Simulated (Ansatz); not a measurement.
**GeHBr3: inputs that go wrong**

Aim: try 3 inputs for GeHBr3 as typed, read how each ends, and find what has to change.

Computed with Ansatz 0.2.0, Gaussian basis. Level: the settings change from run to run.

## (1) The molecule

The structure was relaxed beforehand with r2SCAN-D4/def2-SVP.

5 atoms, charge 0, spin multiplicity 1.

Atoms are counted from 1 here; the program's logs count them from 0.

Bond lengths: Ge1–H2 1.528 Å, Ge1–Br3 2.295 Å, Ge1–Br4 2.295 Å, Ge1–Br5 2.295 Å. Angles: H2–Ge1–Br3 109.7°, H2–Ge1–Br4 109.7°, H2–Ge1–Br5 109.7°, Br3–Ge1–Br4 109.2°, Br3–Ge1–Br5 109.2°, Br4–Ge1–Br5 109.2°.

## (2) Input 1

The input, in.yaml:

```yaml
crystal:
  periodic: [false, false, false]
  atoms:
    - {symbol: Ge, position_ang: [0.000470, -0.001447, 0.159101]}
    - {symbol: H, position_ang: [0.006782, -0.014453, 1.687056]}
    - {symbol: Br, position_ang: [2.157564, 0.010033, -0.623871]}
    - {symbol: Br, position_ang: [-1.086400, 1.873674, -0.594856]}
    - {symbol: Br, position_ang: [-1.078426, -1.867798, -0.627429]}
basis:
  gaussian: {orbitals: def2-TZVPP, fitting: {mean_field: def2-universal-jkfit}}
total_charge: -1
magnetization: {spin_polarized: true, initial_magnetization: 1}
hamiltonian: {xc: {name: wB97X-V}}
scf: {omitted_lower_state_checks: [starts]}
```

Run with:

```
ansatz run in.yaml --threads 4 --pin off --events-out ev --progress --plain --max-ram 3916MiB
```

The program printed:

```text
Functional definition: wB97X-V
  name "wB97X-V"
  cite "Mardirossian & Head-Gordon, Phys. Chem. Chem. Phys. 16, 9904 (2014) doi:10.1039/C3CP54374A"
  cite "Becke, J. Chem. Phys. 107, 8554 (1997) doi:10.1063/1.475007"
  cite "Vydrov & Van Voorhis, J. Chem. Phys. 133, 244103 (2010) doi:10.1063/1.3521275"
  parameter omega = 0.3/bohr
  parameter cx = 0.167
  parameter cx1 = 0.603
  parameter cx2 = 1.194
  parameter css0 = 0.556
  parameter css1 = -0.257
  parameter cos0 = 1.219
  parameter cos1 = -1.850
  parameter b = 6.0
  parameter c = 0.01
  exchange = spin_sum(e_x_unif_sr(omega)*poly(b97_u_x, 1 - cx, cx1, cx2)) + cx*exact_x_sr(omega) + exact_x_lr(omega)
  correlation = spin_sum(e_c_pw_same_spin*poly(b97_u_same, css0, css1))
      + integral(e_c_pw_opposite_spin*poly(b97_u_opposite, cos0, cos1)) + vv10(b, c)
these checks for a lower state are left out or cut short: starts
1082 factors; integrals over basis functions are off by at most 1.1e0 eV
1082 factors; integrals over basis functions are off by at most 1.2e-6 eV
Error: with its mean field the run needs 5.64 GiB of memory, and 3.82 GiB are given
refused for memory
```

Run time: 2.1 s. Hardware: 4 threads of Intel Xeon at 2.50GHz, shared host.

Diagnosis: Nothing was computed: the input was turned down at the start. The line that matters: «with its mean field the run needs 5.64 GiB of memory, and 3.82 GiB are given» The run needs more memory than it was given. It asks for 5.64 GiB, and 3.82 GiB are there. The cure: raise the memory limit. The input also asks for charge -1 and multiplicity 2, not those of the species named; set them back first.

## (3) Input 2

The input, in.yaml:

```yaml
crystal:
  periodic: [false, false, false]
  atoms:
    - {symbol: Ge, position_ang: [0.000470, -0.001447, 0.159101]}
    - {symbol: H, position_ang: [0.006782, -0.014453, 1.687056]}
    - {symbol: Br, position_ang: [2.157564, 0.010033, -0.623871]}
    - {symbol: Br, position_ang: [-1.086400, 1.873674, -0.594856]}
    - {symbol: Br, position_ang: [0.000470, 0.048553, 0.159101]}
basis:
  gaussian: {orbitals: STO-3G}
magnetization: {spin_polarized: true, initial_magnetization: 0}
hamiltonian: {xc: {name: PBE}, dispersion: d3bj}
scf: {lower_state_search: off}
output: {forces: true}
```

The command is unchanged.

The program printed, shortened:

```text
Functional definition: PBE
  name "PBE"
  cite "Perdew, Burke & Ernzerhof, Phys. Rev. Lett. 77, 3865 (1996) doi:10.1103/PhysRevLett.77.3865"
  parent pbe
[...]
755 factors; integrals over basis functions are off by at most 2.7e-5 eV
[...]
a density is far from that of the atoms, so the factors are made again for it
854 factors; integrals over basis functions are off by at most 2.4e-5 eV
mean field -49074.07363128 eV, -1803.4389423479 hartree, gradient 2.8e-6 eV, S^2 0.000000; 0 other end points of the search recorded, 0 dependent functions left out
[...]
reference -49074.07364714 eV, -1803.4389429307 hartree; 69, 69 occupied and 4, 4 virtual orbitals, 854 factors
Total energy: -49074.28879245 eV, -1803.4468493750 hartree
Atom 0 at     0.000470    -0.001447     0.159101 Å, force   227.800424 -5854333.181313    84.871921 eV/Å
Atom 1 at     0.006782    -0.014453     1.687056 Å, force     2.194005    -7.381278    27.367349 eV/Å
Atom 2 at     2.157564     0.010033    -0.623871 Å, force    21.298172    -6.050583    -6.338710 eV/Å
Atom 3 at    -1.086400     1.873674    -0.594856 Å, force    -7.346453    11.646803    -5.258981 eV/Å
Atom 4 at     0.000470     0.048553     0.159101 Å, force  -243.946149 5854334.966372  -100.641579 eV/Å
Dipole moment:     0.164701     0.012802     0.555962 e Å
Checks for a lower state left out: stability, starts, cluster_reference, orbital_swaps, neighbouring_geometries, increment
```

It took 6 s on 4 threads of Intel Xeon at 2.50GHz, shared host.

**Diagnosis.** It ended without an error, which proves nothing about the input. One atom was put on top of another. The shortest distance is 0.05 Å (Ge1–Br5), against 1.53 Å in the relaxed molecule. Its energy is no property of the relaxed molecule. Fix: restore the atom's position.

## (4) Input 3

The input, in.yaml:

```yaml
crystal:
  periodic: [false, false, false]
  atoms:
    - {symbol: Ge, position_ang: [0.152999, 0.039506, 0.089553]}
    - {symbol: H, position_ang: [0.122256, 0.033605, 1.491028]}
    - {symbol: Br, position_ang: [2.112287, 0.049144, -0.613719]}
    - {symbol: Br, position_ang: [-1.072666, 1.853222, -0.579897]}
    - {symbol: Br, position_ang: [-0.897547, -1.759970, -0.331000]}
basis:
  gaussian: {orbitals: pcseg-2, final_grid: {core_spheres: 8, valence_spheres: 7, degree: 23}, point_charges: [{charge: -1.00, position_ang: [4.974, -0.660, 0.955]}]}
hamiltonian: {xc: {name: PBE0}}
scf: {omitted_lower_state_checks: [starts]}
relax: {f_tol: 0.001, max_steps: 3}
output: {forces: true}
```

The command is unchanged.

The program printed:

```text
Functional definition: PBE0
  name "PBE0"
  cite "Adamo & Barone, J. Chem. Phys. 110, 6158 (1999) doi:10.1063/1.478522"
  cite "Perdew, Burke & Ernzerhof, Phys. Rev. Lett. 77, 3865 (1996) doi:10.1103/PhysRevLett.77.3865"
  parent pbe
  parameter a = 0.25
  parameter kappa = 0.804
  parameter beta = 0.06672455060314922
  exchange = (1 - a)*pbe_x(kappa = kappa, mu = beta*pi^2/3) + a*exact_x
  correlation = pbe_c(beta = beta)
these checks for a lower state are left out or cut short: starts
1304 factors; integrals over basis functions are off by at most 4.0e-4 eV
mean field evaluation 1: about -266648.9586 eV, gradient 1.9e1 eV
mean field evaluation 2: about -266649.2185 eV, gradient 1.6e1 eV
mean field evaluation 4: about -266649.6612 eV, gradient 6.2e-1 eV
mean field evaluation 8: about -266649.7468 eV, gradient 1.8e-1 eV
mean field evaluation 16: about -266649.7469 eV, gradient 8.3e-5 eV
mean field -266649.74687427 eV, -9799.1974559394 hartree, gradient 8.3e-5 eV, S^2 0.000000; 0 other end points of the search recorded, 0 dependent functions left out
the calculation of the forces begins
reference -266649.74690757 eV, -9799.1974571633 hartree; 69, 69 occupied and 117, 117 virtual orbitals, 1304 factors
relax step   1: F+E_penalty+E_count = -266649.74687427 eV  Δ(F+E_penalty+E_count) = +0.000e0 eV  max|allowed force component| = 4.022e0 eV/Å  Δτ_max = 0.0000 Å  (25 SCF iters, accepted)
these checks for a lower state are left out or cut short: starts, cluster_reference, orbital_swaps, neighbouring_geometries, increment
1304 factors; integrals over basis functions are off by at most 4.0e-4 eV
mean field -266650.60608580 eV, -9799.2290313809 hartree, gradient 2.5e-5 eV, S^2 0.000000; 0 other end points of the search recorded, 0 dependent functions left out
the calculation of the forces begins
reference -266650.60611978 eV, -9799.2290326295 hartree; 69, 69 occupied and 117, 117 virtual orbitals, 1304 factors
relax step   2: F+E_penalty+E_count = -266650.60608580 eV  Δ(F+E_penalty+E_count) = -8.592e-1 eV  max|allowed force component| = 8.723e-1 eV/Å  Δτ_max = 0.1964 Å  (31 SCF iters, accepted)
these checks for a lower state are left out or cut short: starts, cluster_reference, orbital_swaps, neighbouring_geometries, increment
1304 factors; integrals over basis functions are off by at most 4.2e-4 eV
mean field -266650.70542023 eV, -9799.2326818536 hartree, gradient 1.9e-5 eV, S^2 0.000000; 0 other end points of the search recorded, 0 dependent functions left out
the calculation of the forces begins
reference -266650.70545430 eV, -9799.2326831058 hartree; 69, 69 occupied and 117, 117 virtual orbitals, 1304 factors
relax step   3: F+E_penalty+E_count = -266650.70542023 eV  Δ(F+E_penalty+E_count) = -9.933e-2 eV  max|allowed force component| = 4.181e-1 eV/Å  Δτ_max = 0.2000 Å  (32 SCF iters, accepted)
Error: geometry relaxation did not converge after 3 steps: max|allowed force component| = 4.18e-1 eV/Å (threshold 1.0e-3). Raise `relax.max_steps` over both its present limit and 3, loosen `relax.f_tol`, or start from a geometry closer to equilibrium. Where this run's directory can be resumed (`checkpoint.write`), a resume goes on for up to `relax.max_steps` more
```

It took 41 s on 4 threads of Intel Xeon at 2.50GHz, shared host.

Diagnosis: It stopped unconverged. The relaxation is allowed too few steps for its threshold. The start was also shaken off the relaxed geometry, so there is far to go. Fix: raise relax.max_steps, and remove the point charge.

## (5) How the tries ended

| input | level | ended | cause | time |
| --- | --- | --- | --- | --- |
| 1 | wB97X-V/def2-TZVPP | refused | the run needs more memory than it was given | 2.1 s |
| 2 | PBE/STO-3G | converged | one atom was put on top of another | 6 s |
| 3 | PBE0/pcseg-2 | not converged | the relaxation is allowed too few steps for its threshold | 41 s |

In words: 1 refused, 1 converged, 1 not converged. A refusal costs next to no computing time. The dangerous case is the input that converges on a wrong geometry, charge, spin, basis or grid: often only a look at the input shows it.
